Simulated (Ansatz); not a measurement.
Write a Python script for the Python package of Ansatz (0.2.0) that makes a rigid scan of one bond length of CH₄ClISn, SMILES [CH3][SnH]([Cl])[I]. Use (for the species named): PBE, def2-SVP basis, multiplicity 1.

```yaml
atoms:
  - { symbol: C, position_ang: [-0.2995, 1.1094, 0.1719] }
  - { symbol: Sn, position_ang: [0.3364, -0.8317, -0.2725] }
  - { symbol: Cl, position_ang: [2.1897, -1.3065, 1.0456] }
  - { symbol: I, position_ang: [-1.5760, -2.6031, 0.2810] }
  - { symbol: H, position_ang: [-0.6206, 1.2164, 1.2150] }
  - { symbol: H, position_ang: [0.4588, 1.8977, -0.0649] }
  - { symbol: H, position_ang: [-1.2090, 1.3833, -0.4612] }
  - { symbol: H, position_ang: [0.8123, -0.9227, -1.9707] }
```

Script `scan_ch4clisn.py`:
```python
import ansatz as az
from ase import Atoms
import numpy as np


def main() -> None:
    atoms = Atoms(["C", "Sn", "Cl", "I", "H", "H", "H", "H"], positions=[
        (-0.2995, 1.1094, 0.1719),
        (0.3364, -0.8317, -0.2725),
        (2.1897, -1.3065, 1.0456),
        (-1.576, -2.6031, 0.281),
        (-0.6206, 1.2164, 1.215),
        (0.4588, 1.8977, -0.0649),
        (-1.209, 1.3833, -0.4612),
        (0.8123, -0.9227, -1.9707),
    ])
    molecule = az.Crystal.molecule_from_ase(atoms)

    symbols = [site.symbol for site in molecule.cartesian_sites]
    start = np.array([site.position_ang for site in molecule.cartesian_sites])
    axis = (start[4] - start[0]) / np.linalg.norm(start[4] - start[0])
    moving = [4]
    lengths, energies = [0.965, 1.009, 1.053, 1.097, 1.141, 1.184, 1.228, 1.294], []
    for length in lengths:
        xyz = start.copy()
        xyz[moving] += (length - np.linalg.norm(start[4] - start[0])) * axis
        point = az.Crystal.molecule()
        for symbol, place in zip(symbols, xyz):
            point = point.atom(symbol, place.tolist())
        base = point.calculation()
        base = base.basis(gaussian="def2-SVP").functional("PBE")
        report = base.run().report
        energies.append(report["free_energy_ev"])
        print(f"r = {length:6.3f} A  E = {energies[-1]:.5f} eV  <S^2> = {abs(report['mean_field']['state']['spin_squared']):.3f}")

    fit = np.polynomial.Polynomial.fit(lengths, np.array(energies) - min(energies), 4).convert()
    roots = [r.real for r in fit.deriv().roots() if abs(r.imag) < 1e-9 and fit.deriv(2)(r.real) > 0]
    r_e = min(roots, key=lambda r: abs(r - lengths[int(np.argmin(energies))]))
    print(f"minimum of the fit at {r_e:.4f} A, force constant {fit.deriv(2)(r_e):.2f} eV/A^2")


if __name__ == "__main__":
    main()
```

```console
$ python scan_ch4clisn.py
r =  0.965 A  E = -27546.90756 eV  <S^2> = 0.000
r =  1.009 A  E = -27547.15383 eV  <S^2> = 0.000
r =  1.053 A  E = -27547.29063 eV  <S^2> = 0.000
r =  1.097 A  E = -27547.34167 eV  <S^2> = 0.000
r =  1.141 A  E = -27547.32589 eV  <S^2> = 0.000
r =  1.184 A  E = -27547.26041 eV  <S^2> = 0.000
r =  1.228 A  E = -27547.15407 eV  <S^2> = 0.000
r =  1.294 A  E = -27546.94042 eV  <S^2> = 0.000
minimum of the fit at 1.1069 A, force constant 32.57 eV/A^2
```

Caveats:
- Total energies depend on the basis set; only differences at equal settings carry meaning.
- The rest of the molecule is held rigid at a force-field or estimated start geometry, and the basis set is modest; single-reference methods fail as a bond breaks.
- def2 sets replace the cores of elements past krypton by effective core potentials.
- The orbitals are restricted, so S² is zero by construction.
- The whole script took 19 s on 1 thread of AMD EPYC 7B13 (Zen 3), with other jobs on the host, peak memory 0.22 GiB.
